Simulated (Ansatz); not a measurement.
Molecular dynamics of InSb

The input (input.yaml):

```yaml
crystal:
  lattice:
    - [9.149962, 0.0, 0.0]
    - [4.574981, 7.924099, 0.0]
    - [0.0, 0.0, 17.66932]
  atoms:
    - { symbol: In, position: [0.0, 0.0, 0.0565953] }
    - { symbol: Sb, position: [0.16666666, 0.16666667, 0.09269231] }
    - { symbol: In, position: [-2.0e-08, 0.50000002, 0.0565953] }
    - { symbol: Sb, position: [0.16666664, 0.66666669, 0.09269231] }
    - { symbol: In, position: [0.49999998, 0.0, 0.0565953] }
    - { symbol: Sb, position: [0.66666664, 0.16666667, 0.09269231] }
    - { symbol: In, position: [0.49999997, 0.50000002, 0.0565953] }
    - { symbol: Sb, position: [0.66666662, 0.66666669, 0.09269231] }
    - { symbol: In, position: [0.66666662, 0.66666669, 0.25986057] }
    - { symbol: Sb, position: [0.83333328, 0.83333336, 0.31173458] }
    - { symbol: In, position: [0.66666664, 0.16666667, 0.25986057] }
    - { symbol: Sb, position: [0.83333329, 0.33333334, 0.31173458] }
    - { symbol: In, position: [0.16666664, 0.66666669, 0.25986057] }
    - { symbol: Sb, position: [0.33333329, 0.83333336, 0.31173458] }
    - { symbol: In, position: [0.16666666, 0.16666667, 0.25986057] }
    - { symbol: Sb, position: [0.33333331, 0.33333334, 0.31173458] }
basis:
  ecutwfc: 420.0
kpoints:
  mp_grid: { grid: [2, 2, 1] }
hamiltonian:
  xc: lda
  pseudopotentials: { kind: paw, azcp: { folder: soft_1 } }
scf:
  occupations: { method: fermi_dirac, width: 0.1 }
  lower_state_search: "off"
md:
  timestep: 4.5
  n_steps: 220
  ensemble: nve
  temperature: 1000.0
  initial_velocities: maxwell_boltzmann
  seed: 640612
  constraints: [{ sites: [0, 2, 4, 6] }]
```

Command:

```bash
$ ansatz run input.yaml --threads 4 --pin off --max-ram 10240MiB --backend cpu --events-out ev --progress --plain --runs-dir out
```

It starts from a relaxed structure.

Output, in part (step lines):

```
md step     0: t =     0.00 fs  T =  1000.0 K  F+E_penalty+E_count = -94339.76156073 eV  E_kin = 1.551120 eV  conserved = -94338.21044074 eV  (12 SCF iters)
md step     1: t =     4.50 fs  T =   989.7 K  F+E_penalty+E_count = -94339.74562763 eV  E_kin = 1.535210 eV  conserved = -94338.21041740 eV  (8 SCF iters)
md step     2: t =     9.00 fs  T =   958.2 K  F+E_penalty+E_count = -94339.69649121 eV  E_kin = 1.486221 eV  conserved = -94338.21026982 eV  (8 SCF iters)
md step     3: t =    13.50 fs  T =   906.9 K  F+E_penalty+E_count = -94339.61667961 eV  E_kin = 1.406687 eV  conserved = -94338.20999266 eV  (8 SCF iters)
md step     4: t =    18.00 fs  T =   838.9 K  F+E_penalty+E_count = -94339.51077944 eV  E_kin = 1.301192 eV  conserved = -94338.20958792 eV  (8 SCF iters)
md step     5: t =    22.50 fs  T =   758.4 K  F+E_penalty+E_count = -94339.38536872 eV  E_kin = 1.176297 eV  conserved = -94338.20907186 eV  (4 SCF iters)
md step     6: t =    27.00 fs  T =   670.6 K  F+E_penalty+E_count = -94339.24872887 eV  E_kin = 1.040248 eV  conserved = -94338.20848066 eV  (3 SCF iters)
md step     7: t =    31.50 fs  T =   581.8 K  F+E_penalty+E_count = -94339.11025459 eV  E_kin = 0.902383 eV  conserved = -94338.20787173 eV  (3 SCF iters)
[... lines left out ...]
md step   219: t =   985.50 fs  T =   323.0 K  F+E_penalty+E_count = -94338.70829235 eV  E_kin = 0.501008 eV  conserved = -94338.20728484 eV  (3 SCF iters)
md step   220: t =   990.00 fs  T =   325.8 K  F+E_penalty+E_count = -94338.71284105 eV  E_kin = 0.505401 eV  conserved = -94338.20743982 eV  (7 SCF iters)
```

The steps, from the saved trajectory:

```csv
time (fs),T (K),potential energy less start (eV),conserved less start (meV/atom)
0,1000,0.000,0.00
31.5,582,0.651,0.16
63,308,1.077,0.21
94.5,576,0.659,0.11
126,652,0.542,0.09
157.5,384,0.959,0.17
189,313,1.069,0.18
220.5,520,0.747,0.10
252,497,0.782,0.11
283.5,252,1.163,0.19
315,255,1.158,0.16
346.5,422,0.899,0.14
378,611,0.606,0.12
409.5,606,0.612,0.06
441,334,1.036,0.21
472.5,546,0.705,0.11
504,662,0.527,0.10
535.5,519,0.749,0.15
567,439,0.873,0.17
598.5,510,0.763,0.13
630,518,0.749,0.12
661.5,402,0.930,0.13
693,346,1.017,0.18
724.5,509,0.762,0.08
756,421,0.901,0.18
787.5,524,0.740,0.13
819,563,0.679,0.08
850.5,327,1.047,0.18
882,413,0.913,0.14
913.5,649,0.545,0.11
945,680,0.498,0.05
976.5,353,1.007,0.20
```

All steps were run. The conserved energy stayed within 0.25 meV per atom of its start (net change 0.19 meV per atom), so the integration is sound. Over the second half the temperature averaged 0.49 of the 1000 K drawn at the start: a run that starts near a minimum puts about half its kinetic energy into the potential. A run of 0.99 ps of so small a system gives no equilibrium averages. Limits of this set-up: coarse k mesh, thin slab, slab without dipole correction, PAW files made for another functional.

Mean squared displacements from the first frame to the last: In 0.11 Å², Sb 0.15 Å².

Last frame:

```xyz
16
Lattice="9.1500 0.0000 0.0000 4.5750 7.9241 0.0000 0.0000 0.0000 17.6693" Properties=species:S:1:pos:R:3
In 0.000 0.000 1.000
Sb 2.333 1.205 1.298
In 2.288 3.962 1.000
Sb 4.603 5.304 1.512
In 4.575 0.000 1.000
Sb 6.886 1.274 1.523
In 6.862 3.962 1.000
Sb 8.978 5.340 1.761
In 9.330 4.926 4.616
Sb 11.561 6.180 5.381
In 7.095 0.835 4.624
Sb 9.485 2.384 5.409
In 4.876 5.077 4.465
Sb 7.092 6.162 5.264
In 2.729 1.005 4.452
Sb 5.057 2.358 5.578
```

Time of the run: 25 min on 4 threads of Arm Neoverse V1 (shared host), peak memory 3.3 GiB.
